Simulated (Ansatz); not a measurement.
# LaAl2Si2 (P-3m1): the equilibrium volume, part 2 of 2

At what volume is LaAl2Si2 (P-3m1) free of pressure?

Ansatz 0.2.0; DFT PBEsol, scalar-relativistic, plane waves, PAW.

### Step 4. Full relaxation

Contents of input.yaml:

```yaml
crystal:
  lattice:
    - [4.2280907136, 0.0, 0.0]
    - [-2.1140453568, 3.6616339675, 0.0]
    - [0.0, 0.0, 6.8976613981]
  atoms:
    - { symbol: Al, position: [0.6666666667, 0.3333333333, 0.3615557028] }
    - { symbol: Al, position: [0.3333333333, 0.6666666667, 0.6384442972] }
    - { symbol: Si, position: [0.6666666667, 0.3333333333, 0.7304340914] }
    - { symbol: Si, position: [0.3333333333, 0.6666666667, 0.2695659086] }
    - { symbol: La, position: [0.0, 0.0, 0.0] }
basis:
  ecutwfc: 420
kpoints:
  mp_grid: { grid: [9, 9, 6] }
hamiltonian:
  xc: pbesol
scf:
  occupations: { method: gaussian, width: 0.05 }
output:
  forces: true
  stress: true
  eigenvalues: true
relax:
  adjacent_minimum: "off"
  f_tol: 0.01
  max_steps: 50
  cell: { stress_tol: 0.1 }
```

Run with:

```bash
$ ansatz run input.yaml --threads 8 --pin off --max-ram 14336MiB --backend cpu --events-out ev --progress --plain --runs-dir out
```

The log of the run:

```text
Warning: RAYON_NUM_THREADS=8 ignored (pool sized by the plan → 8); use --threads N
Engine: ansatz 0.2.0, aarch64-unknown-linux-gnu
Pseudopotentials: kind: paw
Pseudopotential: Al, paw, valence charge 3, recommended cutoff 420 eV (normal), Al.paw.azcp
Pseudopotential: Si, paw, valence charge 4, recommended cutoff 420 eV (normal), Si.paw.azcp
Pseudopotential: La, paw, valence charge 11, recommended cutoff 420 eV (normal), La.paw.azcp
Functional definition: PBEsol
  exchange = pbesol_x
  correlation = pbesol_c
Crystal: 5 atoms, lattice volume = 106.788 Å³
Basis set: ecut = 420 eV, 2093 PW (Γ), exchange–correlation on 60×60×96 points (8 copies of the dense FFT grid, shifted against one another)
Bands: 18, of which v1, the nominal top of the filled ones, is band 13 counted from 1 (12 counted from 0)
Symmetry: 12 space group operations
Space group: P-3m1 (ITA 164), of the structure as read, at distance tolerance 4.7e-5 Å
k-points: 62 of 486
Non-local potential: Al, projectors of the file, l = 0: 2, l = 1: 2, l = 2: 1
Non-local potential: Si, projectors of the file, l = 0: 2, l = 1: 2, l = 2: 2
Non-local potential: La, projectors of the file, l = 0: 3, l = 1: 2, l = 2: 2, l = 3: 3
PAW form: soft (Blöchl's): semilocal exchange-correlation on the pseudo side does not see the compensation charge
PAW frozen core: Al, regenerated for the run's functional, and the local potential with it (the file was generated under x = pbe(κ = 0.804, μ = 0.2195149727645171), c = pbe(β = 0.06672455060314922))
PAW frozen core: Si, regenerated for the run's functional, and the local potential with it (the file was generated under x = pbe(κ = 0.804, μ = 0.2195149727645171), c = pbe(β = 0.06672455060314922))
PAW frozen core: La, regenerated for the run's functional, and the local potential with it (the file was generated under x = pbe(κ = 0.804, μ = 0.2195149727645171), c = pbe(β = 0.06672455060314922))
PAW one-centre angular grid: Al, 110 points (default); XC on 64 Gauss nodes
PAW one-centre angular grid: Si, 110 points (default); XC on 64 Gauss nodes
PAW one-centre angular grid: La, 590 points (default); XC on 64 Gauss nodes
Initial density: superposition of atomic densities (neutral atoms: chi_scale 0, normalization atom), corrected by the library's trained network
Initial wavefunctions: pseudopotential atomic-orbital guess
Functional: x = pbesol(κ = 0.804, μ = 0.12345679012345678), c = pbesol(β = 0.046)
SCF iter   1: F=—  HF=-8455.468129 eV  |F-HF|=—  |Δ(HF+E_count)|=         —  Δρ=3.05e-3  dr2=4.42e-2  ethr=1.77e-3  ⟨swp⟩=5.9  Hψ=6334  notcnv=0
preconditioner: auto → Kerker (q_TF=auto, 2.142 Å⁻¹)  [metal: Δε(μ)=0.017 eV  Ē_g=8.847 eV  σ=0.050 eV  W_gap=0.19  n_scr=22 (ndim 8)  ℏωp=17.2 eV  f_vac=0.000  D(μ)=1.95/eV (n_scr^D=8)]
SCF iter   2: F=—  HF=-8455.461317 eV  |F-HF|=—  |Δ(HF+E_count)|=   6.81e-3  Δρ=1.59e-3  dr2=1.06e-2  ethr=1.77e-4  ⟨swp⟩=2.8  Hψ=1952  notcnv=0  defer=67
SCF iter   3: F=—  HF=-8455.459628 eV  |F-HF|=—  |Δ(HF+E_count)|=   1.69e-3  Δρ=3.47e-4  dr2=2.68e-4  ethr=4.23e-5  ⟨swp⟩=2.2  Hψ=1617  notcnv=0  defer=67
SCF iter   4: F=—  HF=-8455.459602 eV  |F-HF|=—  |Δ(HF+E_count)|=   2.55e-5  Δρ=1.15e-4  dr2=1.84e-5  ethr=1.07e-6  ⟨swp⟩=2.4  Hψ=1721  notcnv=0  defer=67
SCF iter   5: F=—  HF=-8455.459634 eV  |F-HF|=—  |Δ(HF+E_count)|=   3.15e-5  Δρ=2.04e-5  dr2=7.73e-7  ethr=7.37e-8  ⟨swp⟩=2.5  Hψ=1584  notcnv=0  defer=67
SCF iter   6: F=-8455.459634 eV  HF=-8455.459634 eV  |F-HF|=5.34e-9  |Δ(HF+E_count)|=   8.41e-8  Δρ=5.42e-6  dr2=5.74e-8  ethr=4.00e-10  ⟨swp⟩=10.8  Hψ=5966  notcnv=0
SCF 1 converged in 6 iterations: F = -8455.459634 eV  dr2 = 5.74e-8
relax step   1: F+E_penalty+E_count = -8455.45963366 eV  Δ(F+E_penalty+E_count) = +0.000e0 eV  max|allowed force component| = 7.911e-2 eV/Å  Δτ_max = 0.0000 Å  P = -0.409 GPa  Ω = 106.788 Å³  (6 SCF iters, dr2 threshold 1.00e-7 eV, accepted)
Crystal: 5 atoms, lattice volume = 106.468 Å³
Basis set: ecut = 420 eV, 2069 PW (Γ), exchange–correlation on 60×60×96 points (8 copies of the dense FFT grid, shifted against one another)
Initial density: handed on by an earlier stage of this run
Initial wavefunctions: those handed on with the density
iter 1 solved again at ethr=6.95e-6 eV; its pass at ethr=3.10e-3 eV (dr2=1.74e-3 eV) is discarded
SCF iter   1: F=—  HF=-8455.462191 eV  |F-HF|=—  |Δ(HF+E_count)|=         —  Δρ=6.38e-4  dr2=1.86e-3  ethr=6.95e-6  ⟨swp⟩=2.8  Hψ=8655  notcnv=0
preconditioner: auto → Kerker (q_TF=auto, 2.143 Å⁻¹)  [metal: Δε(μ)=0.006 eV  Ē_g=8.926 eV  σ=0.050 eV  W_gap=0.07  n_scr=22 (ndim 8)  ℏωp=17.3 eV  f_vac=0.000  D(μ)=1.78/eV (n_scr^D=8)]
SCF iter   2: F=—  HF=-8455.461937 eV  |F-HF|=—  |Δ(HF+E_count)|=   2.54e-4  Δρ=3.28e-4  dr2=4.20e-4  ethr=6.95e-6  ⟨swp⟩=1.7  Hψ=1257  notcnv=0
SCF iter   3: F=—  HF=-8455.461900 eV  |F-HF|=—  |Δ(HF+E_count)|=   3.62e-5  Δρ=6.83e-5  dr2=1.14e-5  ethr=1.68e-6  ⟨swp⟩=2.1  Hψ=1402  notcnv=0
SCF iter   4: F=-8455.461899 eV  HF=-8455.461899 eV  |F-HF|=6.42e-9  |Δ(HF+E_count)|=   1.38e-6  Δρ=1.65e-5  dr2=3.54e-7  ethr=2.00e-9  ⟨swp⟩=5.9  Hψ=6153  notcnv=0
SCF 2 converged in 4 iterations: F = -8455.461899 eV  dr2 = 3.54e-7
relax step   2: F+E_penalty+E_count = -8455.46189906 eV  Δ(F+E_penalty+E_count) = -2.265e-3 eV  max|allowed force component| = 1.603e-2 eV/Å  Δτ_max = 0.0100 Å  P = -0.120 GPa  Ω = 106.468 Å³  energy of the carried Pulay correction = +4.830e-5 eV  (4 SCF iters, dr2 threshold 5.00e-7 eV, accepted)
Crystal: 5 atoms, lattice volume = 106.218 Å³
Basis set: ecut = 420 eV, 2057 PW (Γ), exchange–correlation on 60×60×96 points (8 copies of the dense FFT grid, shifted against one another)
iter 1 solved again at ethr=1.12e-6 eV; its pass at ethr=3.10e-3 eV (dr2=2.79e-4 eV) is discarded
SCF iter   1: F=—  HF=-8455.462053 eV  |F-HF|=—  |Δ(HF+E_count)|=         —  Δρ=1.87e-4  dr2=2.94e-4  ethr=1.12e-6  ⟨swp⟩=1.4  Hψ=7802  notcnv=0
preconditioner: auto → Kerker (q_TF=auto, 2.144 Å⁻¹)  [metal: Δε(μ)=0.020 eV  Ē_g=8.924 eV  σ=0.050 eV  W_gap=0.21  n_scr=22 (ndim 8)  ℏωp=17.3 eV  f_vac=0.000  D(μ)=1.77/eV (n_scr^D=8)]
SCF iter   2: F=—  HF=-8455.462018 eV  |F-HF|=—  |Δ(HF+E_count)|=   3.47e-5  Δρ=1.10e-4  dr2=9.64e-5  ethr=1.12e-6  ⟨swp⟩=1.0  Hψ=1125  notcnv=0
SCF iter   3: F=—  HF=-8455.462041 eV  |F-HF|=—  |Δ(HF+E_count)|=   2.26e-5  Δρ=2.17e-5  dr2=1.06e-6  ethr=3.85e-7  ⟨swp⟩=2.0  Hψ=1457  notcnv=0
SCF iter   4: F=—  HF=-8455.462042 eV  |F-HF|=—  |Δ(HF+E_count)|=   1.69e-6  Δρ=9.24e-6  dr2=2.76e-7  ethr=4.25e-9  ⟨swp⟩=2.4  Hψ=1781  notcnv=0
SCF iter   5: F=-8455.462042 eV  HF=-8455.462042 eV  |F-HF|=6.22e-10  |Δ(HF+E_count)|=   2.12e-8  Δρ=2.48e-6  dr2=1.13e-8  ethr=2.48e-10  ⟨swp⟩=3.9  Hψ=4971  notcnv=0
SCF 3 converged in 5 iterations: F = -8455.462042 eV  dr2 = 1.13e-8
relax step   3: F+E_penalty+E_count = -8455.46204235 eV  Δ(F+E_penalty+E_count) = -1.433e-4 eV  max|allowed force component| = 3.468e-3 eV/Å  Δτ_max = 0.0023 Å  P = +0.053 GPa  Ω = 106.218 Å³  energy of the carried Pulay correction = +8.618e-5 eV  (5 SCF iters, dr2 threshold 6.21e-8 eV, accepted)
Initial wavefunctions: pseudopotential atomic-orbital guess (no wavefunctions were taken with the density)
iter 1 solved again at ethr=2.85e-7 eV; its pass at ethr=3.10e-3 eV (dr2=7.14e-5 eV) is discarded
SCF iter   1: F=—  HF=-8455.461931 eV  |F-HF|=—  |Δ(HF+E_count)|=         —  Δρ=5.26e-6  dr2=1.31e-8  ethr=2.85e-7  ⟨swp⟩=3.4  Hψ=9891  notcnv=0
eigensolver tolerance schedule: the retry pair's looser diagonalisation over-reported the residual by 5448.46 of it (diagonalisation noise at 1.01 of the residual, at the tolerance the schedule requests for it); recorded, not acted on — ethr = c·dr2/N_el stays at c = 1.0e-1
preconditioner: auto → Kerker (q_TF=auto, 2.144 Å⁻¹)  [metal: Δε(μ)=0.019 eV  Ē_g=8.926 eV  σ=0.050 eV  W_gap=0.21  n_scr=22 (ndim 8)  ℏωp=17.3 eV  f_vac=0.000  D(μ)=1.76/eV (n_scr^D=8)]
SCF iter   2: F=—  HF=-8455.461969 eV  |F-HF|=—  |Δ(HF+E_count)|=   3.84e-5  Δρ=2.89e-6  dr2=5.99e-9  ethr=5.24e-11  ⟨swp⟩=2.7  Hψ=2031  notcnv=0
SCF iter   3: F=—  HF=-8455.461969 eV  |F-HF|=—  |Δ(HF+E_count)|=   4.50e-9  Δρ=8.17e-7  dr2=1.47e-9  ethr=2.39e-11  ⟨swp⟩=2.6  Hψ=1586  notcnv=0
SCF iter   4: F=—  HF=-8455.461969 eV  |F-HF|=—  |Δ(HF+E_count)|=  1.58e-10  Δρ=5.05e-7  dr2=3.43e-10  ethr=5.88e-12  ⟨swp⟩=1.3  Hψ=1194  notcnv=0
SCF iter   5: F=-8455.461969 eV  HF=-8455.461969 eV  |F-HF|=2.36e-11  |Δ(HF+E_count)|=  4.00e-11  Δρ=1.64e-7  dr2=3.74e-11  ethr=1.00e-12  ⟨swp⟩=5.1  Hψ=4234  notcnv=0
SCF 4 converged in 5 iterations: F = -8455.461969 eV  dr2 = 3.74e-11
relax step   4: F+E_penalty+E_count = -8455.46196942 eV  Δ(F+E_penalty+E_count) = +7.293e-5 eV  max|allowed force component| = 3.488e-3 eV/Å  Δτ_max = 0.0000 Å  P = +0.051 GPa  Ω = 106.218 Å³  stress off target by 7.58e-2 GPa  SCF on the basis re-selected at this cell (its energy is not comparable with the rows above)  (5 SCF iters)
basis re-selected at this cell: Δ(F+E_penalty+E_count) = +7.293e-5 eV, ΔP = -0.001 GPa vs the last step (what re-selecting the basis moved, of the pressure what is left beyond the Pulay correction that the steps carried, after the strain that the cell walked since its last selection, with what the two solves' SCF thresholds leave and, on support functions, any second-order correction that the steps lacked; it is no measure of the basis error at this ecutwfc). This SCF's stress stands 7.58e-2 GPa from its target on what of the cell is left free (relax.cell.stress_tol is 1.00e-1 GPa) and its largest allowed force component is 3.49e-3 eV/Å (relax.f_tol is 1.00e-2 eV/Å): within both
SCF converged after 5 iterations
Free energy (F): -8455.461969 eV
Harris-Foulkes:  -8455.461969 eV  (|F-HF|=2.36e-11)
Internal energy: -8455.459763 eV  (E = F + TS)
E sigma→0 (E₀):  -8455.460866 eV
Entropy (-TS):   -0.002206 eV (-0.441 meV/atom)
Fermi energy:    8.738841 eV
--- Per-component energies (eV) ---
  E_band       = -18.063551
  E_kinetic    = 319.286762
  E_local      = -474.402026  (includes V_loc(G=0)·N_el)
  E_nonlocal   = 170.508169
  E_hartree    = 172.018986
  E_xc         = -327.201719
  E_vxc        = -300.134262  (∫ρ·V_xc dr)
  E_paw        = -7236.282466  (= ΣΔE_a)
  E_vpaw       = -77.360100  (= ΣTr[D̂ρ^β])
  E_aug_tail   = 0.000008  (compensation charges beyond the density's cutoff)
  E_ewald      = -1079.658387
  E_core_change = 0.270909  (= ΣΔE_core)
  E_smearing   = -0.002206  (= −TS)
  E_closure    = 0.000000  (closes the sum)
  Σ components = -8455.461969   (vs F -8455.461969, Δ=0.00e0)
--- Forces (eV/Å), atoms counted from 1 ---
  atom   1  Al     0.00000000    -0.00000000    -0.00348770
  atom   2  Al     0.00000000     0.00000000     0.00348770
  atom   3  Si    -0.00000000    -0.00000000    -0.00296256
  atom   4  Si     0.00000000     0.00000000     0.00296256
  atom   5  La     0.00000000     0.00000000     0.00000000
  max |Σ_I F_I| component: 1.85e-17 eV/Å
--- Stress (GPa, compression-positive) ---
        0.039233       0.000000      -0.000000
        0.000000       0.039233       0.000000
       -0.000000      -0.000000       0.075777
  P = ⅓ Tr σ = 0.0514 GPa (0.514 kbar)
--- Band table (eV; the first three rows and the last of 62) ---
  k-point 0: bands = ["-23.8345", "-7.8237", "-7.4034", "-7.4034", "-1.9382", "0.7705", "3.6944", "6.5702", "6.5702", "8.2580", "8.2725", "8.2725", "8.7507", "9.0286", "9.5901", "9.5901", "10.2815", "10.2815"]
  k-point 1: bands = ["-23.8344", "-7.8271", "-7.4034", "-7.4034", "-1.8496", "0.5202", "4.0380", "6.6365", "6.6365", "7.9372", "8.0290", "8.0290", "8.3632", "9.4069", "9.5483", "9.5483", "10.2795", "10.2795"]
  k-point 2: bands = ["-23.8344", "-7.8338", "-7.4033", "-7.4033", "-1.6271", "0.0425", "4.8208", "6.8315", "6.8315", "6.9543", "7.5823", "7.5823", "8.4335", "9.3794", "9.3794", "9.4535", "10.5039", "10.5039"]
  k-point 61: bands = ["-23.7920", "-7.7693", "-7.7693", "-7.6490", "0.4574", "0.4574", "3.4506", "3.4506", "4.6286", "5.5580", "6.4141", "6.4141", "9.3503", "9.3503", "10.3697", "10.7120", "10.7120", "10.7259"]
--- Relaxed structure (3 steps of the walk, 3 accepted, 1 SCFs on fresh bases) ---
  F+E_penalty+E_count = -8455.46196942 eV   max|allowed force component| = 3.488e-3 eV/Å   (the final SCF, on the basis selected at the relaxed cell)
  cell:  # Å, volume = 106.2177 Å³
    - [4.20933359592673, 1.8307953768544807e-33, 1.3918038456723604e-19]
    - [-2.104666797963365, 3.6453898270758494, -6.959019228362118e-20]
    - [2.2705737199816763e-19, -4.853452092906091e-33, 6.922126103765116]
  atoms:
    - { symbol: Al, position: [0.6666666666666666, 0.3333333333333333, 0.36290680402734016] }
    - { symbol: Al, position: [0.3333333333333333, 0.6666666666666666, 0.6370931959726596] }
    - { symbol: Si, position: [0.6666666666666666, 0.3333333333333333, 0.7293429956272032] }
    - { symbol: Si, position: [0.3333333333333333, 0.6666666666666666, 0.27065700437279655] }
    - { symbol: La, position: [1.3637992326434338e-35, 5.2597555121183524e-36, -7.24454326306137e-71] }
```

It took 5.2 s on 8 threads of Arm Neoverse V1, shared host; peak memory 0.59 GiB.

Relaxation path:

```tsv
step	energy from step 1 (meV/atom)	largest force component (eV/Å)	pressure (GPa)	volume (Å³/atom)
1	0.0	0.079	-0.41	21.358
2	-0.5	0.016	-0.12	21.294
3	-0.5	0.003	0.05	21.244
4	-0.5	0.003	0.05	21.244
```

Step 1 is the start. Step 4 repeats the geometry before it on a plane-wave basis chosen anew for the final cell, which leaves the energy as it was. The run keeps the 12 symmetry operations that it found, so it can't reach a distortion that breaks them.

Read off: volume 21.244 Å³/atom, pressure 0.05 GPa, metallic.

### Step 5. Pressure against volume so far

```tsv
step	level	mesh	relaxed	volume (Å³/atom)	pressure (GPa)
2	PBEsol	6×6×4	nothing	20.708	1.75
3	PBEsol	6×6×4	all	21.358	-0.24
4	PBEsol	9×9×6	all	21.244	0.05
```

The cell before and after:

| cell as typed | before | after | change |
| --- | --- | --- | --- |
| a (Å) | 4.216 | 4.209 | -0.2 % |
| b (Å) | 4.216 | 4.209 | -0.2 % |
| c (Å) | 6.726 | 6.922 | +2.9 % |
| volume (Å³/atom) | 20.708 | 21.244 | +2.6 % |
| shortest distance (Å) | 2.542 | 2.513 | -1.1 % |
| space group | P-3m1 | P-3m1 | same |

### Step 6. Outcome

What follows sums up all 2 parts. Changes of volume or cell count from the first structure of part 1.

```
         quantity                                                                       value
           volume                                                              21.244 Å³/atom
         pressure                                                                    0.05 GPa
conventional cell  a = 4.209 Å, b = 4.209 Å, c = 6.922 Å, α = 90.00°, β = 90.00°, γ = 120.00°
  gap on the mesh                                                                none (metal)
```

**Reading.** From the first run shown, the volume went from 20.71 to 21.24 Å³/atom (+2.6 %) in 3 runs, where the pressure is zero within 0.05 GPa.
